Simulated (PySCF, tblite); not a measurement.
**C₃H₉Ge₂−: geometry, infrared bands and NMR shifts**

Wanted: the infrared bands and NMR shifts of C₃H₉Ge₂− (`C=C[CH2][GeH-][GeH3]`), by calculation.

The runs use tblite 0.8.0 and PySCF 2.14.0, with density-fitted response routines of our own; the level of theory stands in each step. All values are computed, except where a source is named. Atoms are numbered from 0 throughout.

## Step 1: The starting structure

14 atoms, charge -1, multiplicity 1; geometry from: force field or distance geometry start.

Bonds of the start (Å): C0–C1 1.34, C1–C2 1.51, C2–Ge3 1.93, Ge3–Ge4 2.38, C0–H5 1.08, C0–H6 1.09, C1–H7 1.07, C2–H8 1.11, C2–H9 1.12, Ge3–H10 1.55, Ge4–H11 1.56, Ge4–H12 1.55, Ge4–H13 1.55.

## Step 2: Relaxing the molecule with GFN2-xTB

Job settings and geometry (Å):

```
{"job": {"kind": "relax", "xc": "GFN2-xTB", "basis": "xTB"}, "charge": -1, "multiplicity": 1}
C     -1.652700     1.095700     0.887400
C     -1.372900     0.494300    -0.274100
C     -1.035600    -0.977800    -0.319200
Ge     0.689700    -1.321400     0.485400
Ge     2.362100    -0.027000    -0.607600
H     -1.668200     0.549000     1.822500
H     -1.902400     2.159500     0.893700
H     -1.384600     1.066900    -1.182600
H     -0.998700    -1.302000    -1.382100
H     -1.834800    -1.563500     0.201500
H      0.643600    -0.940800     1.991600
H      2.406900    -0.421800    -2.111800
H      3.738600    -0.287900     0.048600
H      2.008300     1.476400    -0.490300
```

On the command line:

```
> OMP_NUM_THREADS=1 python probes_run.py task.json out
```

This one command runs all jobs of the session in turn.

Log:

```text
step      E/eV     max force
  0    -407.90092    4.245
  1    -408.34735    3.275
  2    -408.89274    1.645
  3    -409.07634    1.482
  4    -409.18278    1.135
  5    -409.25264    0.835
  6    -409.30128    0.500
  7    -409.32361    0.532
  8    -409.34695    0.452
  9    -409.35785    0.225
 10    -409.36350    0.200
 11    -409.36916    0.213
 12    -409.37539    0.258
 13    -409.38034    0.185
 14    -409.38418    0.182
 15    -409.38833    0.202
 16    -409.39384    0.205
 17    -409.40094    0.243
 18    -409.40849    0.224
 19    -409.41488    0.202
 20    -409.42016    0.237
 21    -409.42555    0.222
 22    -409.43117    0.186
 23    -409.43734    0.203
 24    -409.44392    0.244
 25    -409.45026    0.274
 26    -409.45690    0.252
 27    -409.46312    0.183
 28    -409.46768    0.139
 29    -409.47024    0.144
 30    -409.47224    0.132
 31    -409.47480    0.120
 32    -409.47673    0.263
 33    -409.47938    0.188
 34    -409.48176    0.125
 35    -409.48516    0.134
 36    -409.48661    0.119
 37    -409.48861    0.078
 38    -409.48942    0.077
 39    -409.49031    0.079
 40    -409.49128    0.083
 41    -409.49238    0.096
 42    -409.49339    0.107
 43    -409.49437    0.091
 44    -409.49533    0.080
 45    -409.49619    0.074
 46    -409.49683    0.062
 47    -409.49738    0.063
 48    -409.49804    0.066
 49    -409.49889    0.080
 50    -409.49986    0.100
 51    -409.50069    0.093
 52    -409.50122    0.056
 53    -409.50154    0.033
 54    -409.50176    0.038
 55    -409.50196    0.047
 56    -409.50213    0.039
 57    -409.50228    0.028
 58    -409.50239    0.021
 59    -409.50248    0.025
 60    -409.50256    0.026
 61    -409.50266    0.032
 62    -409.50278    0.036
 63    -409.50291    0.029
 64    -409.50303    0.024
 65    -409.50311    0.022
 66    -409.50320    0.030
 67    -409.50330    0.036
 68    -409.50342    0.029
 69    -409.50355    0.029
 70    -409.50368    0.026
 71    -409.50384    0.033
 72    -409.50403    0.041
 73    -409.50421    0.040
 74    -409.50438    0.038
 75    -409.50458    0.040
 76    -409.50491    0.050
 77    -409.50547    0.071
 78    -409.50625    0.075
 79    -409.50696    0.063
 80    -409.50753    0.072
 81    -409.50805    0.078
 82    -409.50846    0.102
 83    -409.50891    0.062
 84    -409.50933    0.032
 85    -409.50961    0.038
 86    -409.50978    0.041
 87    -409.51008    0.046
 88    -409.51045    0.047
 89    -409.51092    0.048
 90    -409.51143    0.054
 91    -409.51192    0.063
 92    -409.51226    0.045
 93    -409.51242    0.029
 94    -409.51253    0.032
 95    -409.51258    0.018
 96    -409.51264    0.017
 97    -409.51271    0.020
 98    -409.51279    0.023
 99    -409.51293    0.031
100    -409.51314    0.037
101    -409.51338    0.037
102    -409.51360    0.031
103    -409.51379    0.034
104    -409.51403    0.046
105    -409.51434    0.051
106    -409.51461    0.055
107    -409.51491    0.046
108    -409.51521    0.039
109    -409.51548    0.040
110    -409.51567    0.025
111    -409.51575    0.023
112    -409.51580    0.022
113    -409.51588    0.028
114    -409.51600    0.033
115    -409.51612    0.026
116    -409.51618    0.013
117    -409.51621    0.012
118    -409.51623    0.010
119    -409.51626    0.010
120    -409.51628    0.013
121    -409.51629    0.009
```

Run time: 1.1 s. Hardware: 1 thread of Arm Neoverse N1, shared host; peak memory 0.18 GiB.

Relaxation path: (not every step is listed)

```csv
step,energy from step 0 (eV),largest force (eV/Å)
0,0.0000,4.2449
1,-0.4464,3.2752
2,-0.9918,1.6452
3,-1.1754,1.4816
4,-1.2819,1.1351
5,-1.3517,0.8352
6,-1.4004,0.4996
7,-1.4227,0.5322
8,-1.4460,0.4520
18,-1.5076,0.2240
28,-1.5668,0.1388
38,-1.5885,0.0768
48,-1.5971,0.0655
58,-1.6015,0.0210
68,-1.6025,0.0295
78,-1.6053,0.0755
88,-1.6095,0.0473
98,-1.6119,0.0233
108,-1.6143,0.0394
116,-1.6153,0.0131
117,-1.6153,0.0124
118,-1.6153,0.0103
119,-1.6153,0.0100
120,-1.6154,0.0127
121,-1.6154,0.0088
```

Close pairs (by a distance rule), those that changed most:

| bond | before (Å) | after (Å) | change (Å) |
| --- | --- | --- | --- |
| C2–Ge3 | 1.934 | 2.088 | +0.153 |
| Ge3–Ge4 | 2.381 | 2.488 | +0.107 |
| Ge3–H10 | 1.554 | 1.631 | +0.077 |
| C1–C2 | 1.511 | 1.456 | -0.055 |
| Ge4–H12 | 1.547 | 1.578 | +0.031 |
| C2–H9 | 1.119 | 1.094 | -0.025 |
| Ge4–H11 | 1.556 | 1.575 | +0.020 |
| C2–H8 | 1.112 | 1.093 | -0.018 |

The next job starts from the end point, and lists it.

## Step 3: Infrared spectrum with GFN2-xTB

Job settings and geometry (Å):

```
{"job": {"kind": "ir", "xc": "GFN2-xTB", "basis": "xTB"}, "charge": -1, "multiplicity": 1}
C     -1.998397     1.051947     0.801062
C     -1.156938     0.459980    -0.041183
C     -0.979734    -0.975529    -0.205915
Ge     0.769689    -1.648618     0.713352
Ge     2.227669    -0.104037    -0.581667
H     -2.667776     0.477974     1.425159
H     -2.031532     2.123559     0.928593
H     -0.490952     1.077254    -0.637416
H     -0.868481    -1.244849    -1.259830
H     -1.825551    -1.533649     0.206393
H      0.683655    -0.556667     1.921700
H      2.051166    -0.064237    -2.146568
H      3.754372    -0.491671    -0.684227
H      2.532132     1.428069    -0.476554
```

Log:

```text
mode    cm-1     km/mol
  1      35.9      0.19
  2      62.8      0.74
  3     107.8      1.41
  4     120.0      0.32
  5     190.5     18.02
  6     234.1     15.18
  7     237.1     34.47
  8     284.6     45.67
  9     376.6     42.71
 10     463.0     41.86
 11     590.3     65.05
 12     619.0    145.46
 13     662.0     26.27
 14     758.0     28.97
 15     799.0     52.37
 16     894.1   1618.04
 17     914.7    165.17
 18     920.1    209.01
 19     960.1     19.21
 20    1001.4      4.25
 21    1065.0     10.55
 22    1115.6    112.90
 23    1211.6     20.95
 24    1300.1     11.68
 25    1324.1    996.68
 26    1396.3   1231.59
 27    1423.8     41.94
 28    1480.6      6.44
 29    1529.4   1202.81
 30    1568.8   1364.24
 31    1681.6    194.07
 32    2904.3    113.92
 33    2920.5     93.15
 34    3000.0     75.54
 35    3057.7     64.90
 36    3069.8    134.52
```

Wall time 0.66 s (1 thread of Arm Neoverse N1, shared host); peak memory 0.18 GiB.

Which atoms move in the most intense modes:

```csv
cm⁻¹,km/mol,atoms
894,1618.0,"H11 39 %, H12 29 %, H13 28 %"
915,165.2,"H11 47 %, H13 31 %, H12 21 %"
920,209.0,"H12 49 %, H13 37 %, H11 13 %"
1324,996.7,H10 95 %
1396,1231.6,"H12 39 %, H11 36 %, H13 22 %"
1529,1202.8,"H12 52 %, H11 44 %"
1569,1364.2,"H13 75 %, H11 16 %"
1682,194.1,"C1 50 %, C0 38 %"
```

## Step 4: Shielding tensors: PBE0/pcSseg-1

Settings changed since step 3:

```diff
@@ -1,2 +1,2 @@
-{"job": {"kind": "ir", "xc": "GFN2-xTB", "basis": "xTB"}, "charge": -1, "multiplicity": 1}
+{"job": {"kind": "nmr", "xc": "PBE0", "basis": "pcSseg-1"}, "charge": -1, "multiplicity": 1}
 C     -1.998397     1.051947     0.801062
```

Method: GIAO PBE0/pcSseg-1 NMR shielding, non-relativistic, gas phase.

Log:

```text
coarse grid: 52624 points
cycle   1  E = -4272.5121332075  dE = -1.270e+00  |g| = 1.153e+00  |ddm| = 3.479e+00
cycle   2  E = -4272.4827443027  dE =  2.939e-02  |g| = 1.080e+00  |ddm| = 1.238e+00
cycle   3  E = -4272.6093724147  dE = -1.266e-01  |g| = 1.605e-01  |ddm| = 8.314e-01
cycle   4  E = -4272.6151578044  dE = -5.785e-03  |g| = 5.790e-02  |ddm| = 2.548e-01
cycle   5  E = -4272.6160448311  dE = -8.870e-04  |g| = 1.598e-02  |ddm| = 6.358e-02
cycle   6  E = -4272.6161125953  dE = -6.776e-05  |g| = 3.373e-03  |ddm| = 2.225e-02
cycle   7  E = -4272.6161156290  dE = -3.034e-06  |g| = 1.021e-03  |ddm| = 4.116e-03
final grid: 108048 points
cycle   8  E = -4272.6161230365  dE =  3.835e-08  |g| = 1.327e-03  |ddm| = 2.809e-03
cycle   9  E = -4272.6161227764  dE =  2.601e-07  |g| = 1.818e-03  |ddm| = 2.279e-03
cycle  10  E = -4272.6161233072  dE = -5.308e-07  |g| = 1.775e-04  |ddm| = 1.308e-03
cycle  11  E = -4272.6161233156  dE = -8.466e-09  |g| = 2.181e-05  |ddm| = 1.959e-04
cycle  12  E = -4272.6161233157  dE = -9.459e-11  |g| = 3.025e-06  |ddm| = 2.891e-05
converged SCF energy = -4272.6161233157

GIAO shielding tensors (ppm)
atom      isotropic    diamagn.    paramagn.     s11        s22        s33       span
  0 C       93.179     252.715    -159.536     -0.895    126.537    153.895    154.790
  1 C       27.311     254.171    -226.860   -109.797     35.579    156.149    265.946
  2 C      152.930     246.780     -93.850    137.116    151.285    170.390     33.273
  3 Ge    1601.452    2753.738   -1152.287   1309.803   1579.686   1914.866    605.063
  4 Ge    1720.590    2753.557   -1032.967   1635.749   1685.108   1840.914    205.164
  5 H       27.568      31.557      -3.989     24.563     25.947     32.193      7.630
  6 H       27.965      31.045      -3.080     24.715     26.231     32.950      8.236
  7 H       25.015      32.693      -7.678     20.640     23.180     31.224     10.584
  8 H       30.704      30.693       0.011     27.401     28.501     36.210      8.809
  9 H       30.122      31.532      -1.409     26.002     28.524     35.842      9.839
 10 H       28.189      28.309      -0.119     23.389     25.142     36.037     12.648
 11 H       28.746      29.136      -0.389     23.062     23.705     39.472     16.410
 12 H       28.667      28.824      -0.157     22.398     23.360     40.242     17.844
 13 H       28.139      29.047      -0.908     21.719     22.904     39.793     18.074
```

Run time: 46 s. Hardware: 1 thread of Arm Neoverse N1, shared host; peak memory 0.77 GiB.

Shifts follow as δ = σ(reference) − σ, with reference shieldings (ppm) from runs at the same level and on the same kind of geometry: 1H TMS 31.72, 13C TMS 186.9, 73Ge GeMe4 1331. The references are single molecules in the gas phase. Atoms listed in one row are averaged.

```csv
atoms,environment,σ (ppm),δ (ppm)
C1,alkene CH,27.3,159.6
C0,terminal =CH2 carbon,93.2,93.7
C2,allylic sp3 CH2 bonded to Ge,152.9,34.0
H7,hydrogen on an alkene CH,25.01,6.70
H5,hydrogen on a terminal =CH2 carbon,27.57,4.15
H6,hydrogen on a terminal =CH2 carbon,27.97,3.75
H10,"hydrogen on a germanium bonded to C, Ge",28.19,3.53
"H11, H12, H13",hydrogen on a germanium bonded to Ge,28.52,3.20
"H8, H9",hydrogen on an allylic sp3 CH2 bonded to Ge,30.41,1.30
Ge3,"germanium bonded to C, Ge, H",1601,-270
Ge4,"germanium bonded to Ge, 3 H",1721,-390
```

Charges from the same density, by scheme (e):

```csv
atoms,Mulliken,IAO,Hirshfeld,ESP fit
C0,-0.21,-0.41,-0.17,-0.71
C1,-0.20,-0.09,-0.05,-0.24
C2,-0.40,-0.47,-0.18,0.09
Ge3,-0.16,-0.18,-0.15,-0.65
Ge4,-0.06,0.06,0.05,0.35
```

Mayer bond orders: C0–C1 1.91, C1–C2 1.10, C2–Ge3 0.80, Ge3–Ge4 0.90.

## Step 5: Summary of results

```
                                                              quantity                                   value
                             strongest single infrared mode (GFN2-xTB)                   894 cm⁻¹, 1618 km/mol
                                          zero-point energy (GFN2-xTB)                           57.6 kcal/mol
                                13C shifts against TMS (PBE0/pcSseg-1)                   159.6, 93.7, 34.0 ppm
1H shifts against TMS (PBE0/pcSseg-1, means over atoms taken as alike)  6.70, 4.15, 3.75, 3.53, 3.20, 1.30 ppm
                             73Ge shifts against GeMe4 (PBE0/pcSseg-1)                          -270, -390 ppm
```

In words: Relaxing lowered the energy by 1.615 eV in 121 steps; the close pair that moved most is C2–Ge3, from 1.934 to 2.088 Å. All 36 modes are real, so the xTB geometry is a minimum. The strongest single mode, at 894 cm⁻¹, has its largest shares on H11, H12 and H13 (the list is cut at 3 atoms). GFN2-xTB is a fitted tight-binding method: band positions and strengths are rough. Its intensities can rank the bands wrongly. At PBE0/pcSseg-1: The largest span, 605 ppm, is at Ge3, where the paramagnetic term is -1152 ppm. Spin-orbit coupling is left out, which matters for shieldings and couplings at and beside the heavy atoms.
